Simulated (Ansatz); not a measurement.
# CH4ClGa: an energy map over angle Cl3–Ga2–H7 and angle H5–C1–H6

A grid of calculations on CH₄ClGa, SMILES [CH3][GaH][Cl], to see where the energy is lowest and how it rises around there.

Computed with Ansatz 0.2.0. Level: RKS wB97X-V/def2-TZVP.

**1. The starting structure**

SMILES `[CH3][GaH][Cl]`, 7 atoms, charge 0, spin multiplicity 1.

Atoms are counted from 1 here; the program's logs count them from 0.

Bond lengths: C1–Ga2 1.964 Å, C1–H4 1.111 Å, C1–H5 1.108 Å, C1–H6 1.108 Å, Ga2–Cl3 2.182 Å, Ga2–H7 1.574 Å. Angles: Ga2–C1–H4 108.7°, Ga2–C1–H5 110.3°, Ga2–C1–H6 111.7°, H4–C1–H5 108.1°, H4–C1–H6 108.1°, H5–C1–H6 109.9°, C1–Ga2–Cl3 115.1°, C1–Ga2–H7 131.3°, Cl3–Ga2–H7 113.6°.

As a file:

```csv
atom,x (Å),y (Å),z (Å)
C1,-0.63306,0.65683,-0.19138
Ga2,0.65673,-0.79183,0.11625
Cl3,2.24515,-0.33026,1.53987
H4,-1.47589,0.53964,0.52236
H5,-0.15820,1.63953,-0.00329
H6,-1.04584,0.62730,-1.21910
H7,0.74170,-2.24825,-0.47393
```

This geometry comes from a loose relaxation at PBE in a small basis, which is not shown.

**2. The minimum at this level**

The input, input.yaml:

```yaml
crystal:
  periodic: [false, false, false]
  atoms:
    - { symbol: C, position_ang: [-0.633056, 0.656826, -0.191377] }
    - { symbol: Ga, position_ang: [0.656733, -0.791825, 0.116255] }
    - { symbol: Cl, position_ang: [2.245152, -0.330256, 1.539874] }
    - { symbol: H, position_ang: [-1.475888, 0.539642, 0.522356] }
    - { symbol: H, position_ang: [-0.158196, 1.639534, -0.003294] }
    - { symbol: H, position_ang: [-1.045838, 0.627299, -1.219103] }
    - { symbol: H, position_ang: [0.741703, -2.24825, -0.47393] }
basis:
  gaussian: { orbitals: def2-TZVP }
hamiltonian:
  xc: { name: wB97X-V }
output:
  forces: true
relax:
  f_tol: 0.003
  max_steps: 120
```

Run with:

```console
> ansatz run input.yaml --threads 1 --pin off --max-ram 2560MiB --backend cpu --events-out ev --progress --plain --runs-dir out
```

The program printed:

```text
Warning: RAYON_NUM_THREADS=1 ignored (pool sized by the plan → 1); use --threads N
The last accepted step is kept in <dir> (removed where the run ends without a failure and the disk answers)
Engine: ansatz 0.2.0, aarch64-unknown-linux-gnu
Functional definition: wB97X-V
  parameter omega = 0.3/bohr
  parameter cx = 0.167
  parameter cx1 = 0.603
  parameter cx2 = 1.194
  parameter css0 = 0.556
  parameter css1 = -0.257
  parameter cos0 = 1.219
  parameter cos1 = -1.850
  parameter b = 6.0
  parameter c = 0.01
  exchange = spin_sum(e_x_unif_sr(omega)*poly(b97_u_x, 1 - cx, cx1, cx2)) + cx*exact_x_sr(omega) + exact_x_lr(omega)
  correlation = spin_sum(e_c_pw_same_spin*poly(b97_u_same, css0, css1))
      + integral(e_c_pw_opposite_spin*poly(b97_u_opposite, cos0, cos1)) + vv10(b, c)
1022 factors; their error is unknown
265 factors; integrals over basis functions are off by at most 3.1e-6 eV
mean field evaluation 1: about -65994.7254 eV, gradient 4.2e1 eV
mean field evaluation 2: about -65995.9093 eV, gradient 3.8e1 eV
mean field evaluation 4: about -65998.1303 eV, gradient 1.3e0 eV
mean field evaluation 8: about -65998.1408 eV, gradient 2.4e-2 eV
mean field evaluation 16: about -65998.2792 eV, gradient 2.1e-5 eV
mean field -65998.27924920 eV, -2425.3920271678 hartree, gradient 2.1e-5 eV, S^2 0.000000; 0 other end points of the search recorded, 0 dependent functions left out
the calculation of the forces begins
reference -65998.27924734 eV, -2425.3920270994 hartree; 29, 29 occupied and 111, 111 virtual orbitals, 1022 factors
relax step   1: F+E_penalty+E_count = -65998.27924920 eV  Δ(F+E_penalty+E_count) = +0.000e0 eV  max|allowed force component| = 4.839e-1 eV/Å  Δτ_max = 0.0000 Å  (28 SCF iters, accepted)
these checks for a lower state are left out or cut short: starts, cluster_reference, orbital_swaps, neighbouring_geometries, increment
1022 factors; their error is unknown
265 factors; integrals over basis functions are off by at most 3.0e-6 eV
mean field -65998.29937228 eV, -2425.3927666774 hartree, gradient 8.3e-6 eV, S^2 0.000000; 0 other end points of the search recorded, 0 dependent functions left out
the calculation of the forces begins
reference -65998.29937043 eV, -2425.3927666093 hartree; 29, 29 occupied and 111, 111 virtual orbitals, 1022 factors
relax step   2: F+E_penalty+E_count = -65998.29937228 eV  Δ(F+E_penalty+E_count) = -2.012e-2 eV  max|allowed force component| = 1.206e-1 eV/Å  Δτ_max = 0.0218 Å  (33 SCF iters, accepted)
these checks for a lower state are left out or cut short: starts, cluster_reference, orbital_swaps, neighbouring_geometries, increment
1022 factors; their error is unknown
265 factors; integrals over basis functions are off by at most 3.0e-6 eV
mean field -65998.30058103 eV, -2425.3928110980 hartree, gradient 8.1e-6 eV, S^2 0.000000; 0 other end points of the search recorded, 0 dependent functions left out
the calculation of the forces begins
reference -65998.30057918 eV, -2425.3928110300 hartree; 29, 29 occupied and 111, 111 virtual orbitals, 1022 factors
relax step   3: F+E_penalty+E_count = -65998.30058103 eV  Δ(F+E_penalty+E_count) = -1.209e-3 eV  max|allowed force component| = 9.024e-3 eV/Å  Δτ_max = 0.0084 Å  (34 SCF iters, accepted)
[... from here on, the SCF cycles and remarks between the steps are left out ...]
relax step   4: F+E_penalty+E_count = -65998.30060621 eV  Δ(F+E_penalty+E_count) = -2.518e-5 eV  max|allowed force component| = 2.459e-3 eV/Å  Δτ_max = 0.0026 Å  (36 SCF iters, accepted)
relax step   5: F+E_penalty+E_count = -65998.30062738 eV  Δ(F+E_penalty+E_count) = -2.117e-5 eV  max|allowed force component| = 3.155e-3 eV/Å  Δτ_max = 0.0045 Å  (34 SCF iters, accepted)
relax step   6: F+E_penalty+E_count = -65998.30066471 eV  Δ(F+E_penalty+E_count) = -3.733e-5 eV  max|allowed force component| = 9.102e-3 eV/Å  Δτ_max = 0.0113 Å  (35 SCF iters, accepted)
relax step   7: F+E_penalty+E_count = -65998.30074385 eV  Δ(F+E_penalty+E_count) = -7.914e-5 eV  max|allowed force component| = 3.036e-2 eV/Å  Δτ_max = 0.0335 Å  (34 SCF iters, accepted)
relax step   8: F+E_penalty+E_count = -65998.30081204 eV  Δ(F+E_penalty+E_count) = -6.819e-5 eV  max|allowed force component| = 3.367e-2 eV/Å  Δτ_max = 0.0177 Å  (34 SCF iters, accepted)
relax step   9: F+E_penalty+E_count = -65998.30089454 eV  Δ(F+E_penalty+E_count) = -8.250e-5 eV  max|allowed force component| = 4.107e-2 eV/Å  Δτ_max = 0.0230 Å  (33 SCF iters, accepted)
relax step  10: F+E_penalty+E_count = -65998.30095589 eV  Δ(F+E_penalty+E_count) = -6.135e-5 eV  max|allowed force component| = 3.923e-2 eV/Å  Δτ_max = 0.0109 Å  (34 SCF iters, accepted)
relax step  11: F+E_penalty+E_count = -65998.30107594 eV  Δ(F+E_penalty+E_count) = -1.200e-4 eV  max|allowed force component| = 2.966e-2 eV/Å  Δτ_max = 0.0211 Å  (34 SCF iters, accepted)
relax step  12: F+E_penalty+E_count = -65998.30116861 eV  Δ(F+E_penalty+E_count) = -9.267e-5 eV  max|allowed force component| = 4.258e-2 eV/Å  Δτ_max = 0.0559 Å  (33 SCF iters, accepted)
relax step  13: F+E_penalty+E_count = -65998.30126579 eV  Δ(F+E_penalty+E_count) = -9.718e-5 eV  max|allowed force component| = 3.131e-2 eV/Å  Δτ_max = 0.0059 Å  (34 SCF iters, accepted)
relax step  14: F+E_penalty+E_count = -65998.30129556 eV  Δ(F+E_penalty+E_count) = -2.977e-5 eV  max|allowed force component| = 4.381e-2 eV/Å  Δτ_max = 0.0076 Å  (34 SCF iters, accepted)
relax step  15: F+E_penalty+E_count = -65998.30139207 eV  Δ(F+E_penalty+E_count) = -9.651e-5 eV  max|allowed force component| = 1.275e-2 eV/Å  Δτ_max = 0.0162 Å  (33 SCF iters, accepted)
relax step  16: F+E_penalty+E_count = -65998.30145111 eV  Δ(F+E_penalty+E_count) = -5.904e-5 eV  max|allowed force component| = 2.505e-2 eV/Å  Δτ_max = 0.0275 Å  (34 SCF iters, accepted)
relax step  17: F+E_penalty+E_count = -65998.30149694 eV  Δ(F+E_penalty+E_count) = -4.583e-5 eV  max|allowed force component| = 1.826e-2 eV/Å  Δτ_max = 0.0111 Å  (34 SCF iters, accepted)
relax step  18: F+E_penalty+E_count = -65998.30157036 eV  Δ(F+E_penalty+E_count) = -7.342e-5 eV  max|allowed force component| = 1.345e-2 eV/Å  Δτ_max = 0.0275 Å  (34 SCF iters, accepted)
relax step  19: F+E_penalty+E_count = -65998.30160695 eV  Δ(F+E_penalty+E_count) = -3.659e-5 eV  max|allowed force component| = 2.257e-2 eV/Å  Δτ_max = 0.0341 Å  (34 SCF iters, accepted)
relax step  20: F+E_penalty+E_count = -65998.30161360 eV  Δ(F+E_penalty+E_count) = -6.646e-6 eV  max|allowed force component| = 1.954e-2 eV/Å  Δτ_max = 0.0036 Å  (35 SCF iters, accepted)
relax step  21: F+E_penalty+E_count = -65998.30163321 eV  Δ(F+E_penalty+E_count) = -1.961e-5 eV  max|allowed force component| = 1.145e-2 eV/Å  Δτ_max = 0.0021 Å  (26 SCF iters, accepted)
relax step  22: F+E_penalty+E_count = -65998.30165013 eV  Δ(F+E_penalty+E_count) = -1.692e-5 eV  max|allowed force component| = 5.889e-3 eV/Å  Δτ_max = 0.0098 Å  (34 SCF iters, accepted)
relax step  23: F+E_penalty+E_count = -65998.30166324 eV  Δ(F+E_penalty+E_count) = -1.311e-5 eV  max|allowed force component| = 4.325e-3 eV/Å  Δτ_max = 0.0142 Å  (35 SCF iters, accepted)
relax step  24: F+E_penalty+E_count = -65998.30167132 eV  Δ(F+E_penalty+E_count) = -8.081e-6 eV  max|allowed force component| = 6.600e-3 eV/Å  Δτ_max = 0.0174 Å  (34 SCF iters, accepted)
relax step  25: F+E_penalty+E_count = -65998.30167433 eV  Δ(F+E_penalty+E_count) = -3.008e-6 eV  max|allowed force component| = 5.273e-3 eV/Å  Δτ_max = 0.0043 Å  (34 SCF iters, accepted)
relax step  26: F+E_penalty+E_count = -65998.30167760 eV  Δ(F+E_penalty+E_count) = -3.273e-6 eV  max|allowed force component| = 2.254e-3 eV/Å  Δτ_max = 0.0093 Å  (34 SCF iters, accepted)
these checks for a lower state are left out or cut short: starts, cluster_reference, orbital_swaps, neighbouring_geometries, increment
1022 factors; their error is unknown
265 factors; integrals over basis functions are off by at most 3.0e-6 eV
mean field evaluation 192: about -65998.1573 eV, gradient 2.7e-1 eV
mean field -65998.30167811 eV, -2425.3928514150 hartree, gradient 8.3e-6 eV, S^2 0.000000; 0 other end points of the search recorded, 0 dependent functions left out
the calculation of the forces begins
reference -65998.30167625 eV, -2425.3928513467 hartree; 29, 29 occupied and 111, 111 virtual orbitals, 1022 factors
relax step  27: F+E_penalty+E_count = -65998.30167811 eV  Δ(F+E_penalty+E_count) = -5.121e-7 eV  max|allowed force component| = 1.795e-3 eV/Å  Δτ_max = 0.0030 Å  (36 SCF iters, accepted)
1022 factors; their error is unknown
265 factors; integrals over basis functions are off by at most 3.0e-6 eV
mean field -65998.30167811 eV, -2425.3928514150 hartree, gradient 1.8e-5 eV, S^2 0.000000; 1 other end points of the search recorded, 0 dependent functions left out
the calculation of the forces begins
reference -65998.30167625 eV, -2425.3928513467 hartree; 29, 29 occupied and 111, 111 virtual orbitals, 1022 factors
Total energy: -65998.30167625 eV, -2425.3928513467 hartree
Atom 0 at    -0.631936     0.642892    -0.191391 Å, force    -0.000123     0.000172    -0.001545 eV/Å
Atom 1 at     0.675407    -0.776590     0.091853 Å, force    -0.001795    -0.000957     0.000397 eV/Å
Atom 2 at     2.002367    -0.468182     1.765230 Å, force     0.001057     0.000119     0.000538 eV/Å
Atom 3 at    -1.250796     0.755183     0.703476 Å, force     0.000019    -0.000386     0.000575 eV/Å
Atom 4 at    -0.113452     1.593205    -0.347579 Å, force     0.000676     0.000601     0.000168 eV/Å
Atom 5 at    -1.279961     0.447946    -1.047972 Å, force    -0.000424    -0.000075    -0.000038 eV/Å
Atom 6 at     0.928980    -2.101484    -0.682836 Å, force     0.000590     0.000525    -0.000095 eV/Å
Dipole moment:    -0.376853     0.050287    -0.366356 e Å
```

It took 12 min on 1 thread of Arm Neoverse N1, shared host; peak memory 0.39 GiB.

Along the way:

```csv
step,energy from step 1 (eV),largest force component (eV/Å)
1,0.0000,0.4839
2,-0.0201,0.1206
3,-0.0213,0.0090
4,-0.0214,0.0025
5,-0.0214,0.0032
6,-0.0214,0.0091
7,-0.0215,0.0304
8,-0.0216,0.0337
9,-0.0216,0.0411
10,-0.0217,0.0392
11,-0.0218,0.0297
12,-0.0219,0.0426
13,-0.0220,0.0313
14,-0.0220,0.0438
15,-0.0221,0.0128
16,-0.0222,0.0250
17,-0.0222,0.0183
18,-0.0223,0.0135
19,-0.0224,0.0226
20,-0.0224,0.0195
21,-0.0224,0.0115
22,-0.0224,0.0059
23,-0.0224,0.0043
24,-0.0224,0.0066
25,-0.0224,0.0053
26,-0.0224,0.0023
27,-0.0224,0.0018
```

Distances of close pairs at the start and the end, largest changes first:

| bond | before (Å) | after (Å) | change (Å) |
| --- | --- | --- | --- |
| Ga2–Cl3 | 2.182 | 2.158 | -0.025 |
| Ga2–H7 | 1.574 | 1.556 | -0.018 |
| C1–H4 | 1.111 | 1.094 | -0.017 |
| C1–H6 | 1.108 | 1.092 | -0.016 |
| C1–H5 | 1.108 | 1.094 | -0.014 |
| C1–Ga2 | 1.964 | 1.950 | -0.013 |

**3. Plan of the scan**

First coordinate, angle Cl3–Ga2–H7: 9 values from 89.1 to 139.1 °. Second coordinate, angle H5–C1–H6: 9 values from 73.9 to 143.9 °.

Nothing else is relaxed (all other coordinates rigid). Energies count from the relaxed molecule at the same level.

Below, 3 of the grid's runs; all are launched alike.

[end of part 1 of 2]
